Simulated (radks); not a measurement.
# Se in [Ar] 3d8 4s2 4p6: an all-electron calculation

Wanted: eigenvalues, radial structure and energy terms of neutral selenium.

Method: Dirac Kohn-Sham, PBE, spin-unpolarised, spherical densities, point nucleus; open shells fill j = l - 1/2 first. Code: radks (a radial shooting solver on a logarithmic mesh, Libxc functionals) version 1.

## 1. The system

| Item | Value |
| --- | --- |
| element | selenium (Z = 34) |
| charge | 0 |
| electrons | 34 |
| configuration | [Ar] 3d8 4s2 4p6 |

## 2. The run

The run's settings:

```text
Z 34
configuration [Ar] 3d8 4s2 4p6
relativity Dirac
functional pbe,pbe
spin unpolarised
j_filling energy
nucleus point
c 137.035999084
```

Command:

```console
$ python run_ks.py task.json out
```

The same process makes all the runs of this session.

**Question.** What will this run give?

**Answer**, as computed:

```
                        quantity                   value
                    total energy     -2425.95833 hartree
exchange-correlation share of it                  3.57 %
                            −T/E                  1.0241
          highest occupied level        4p3/2, -8.903 eV
    most extended occupied level  4p3/2, <r> = 2.02 bohr
 radius at density 0.001 e/bohr³               4.11 bohr
    maxima of the radial density                       3
```

What this shows: The radial density shows 3 maxima for 4 occupied principal shells; where shells overlap, one shows as a shoulder or not at all. Relativity lifts −T/E to 1.024. This is not the tabulated ground configuration, so its levels and sizes aren't those of the ground state, and no measured value stands beside it.
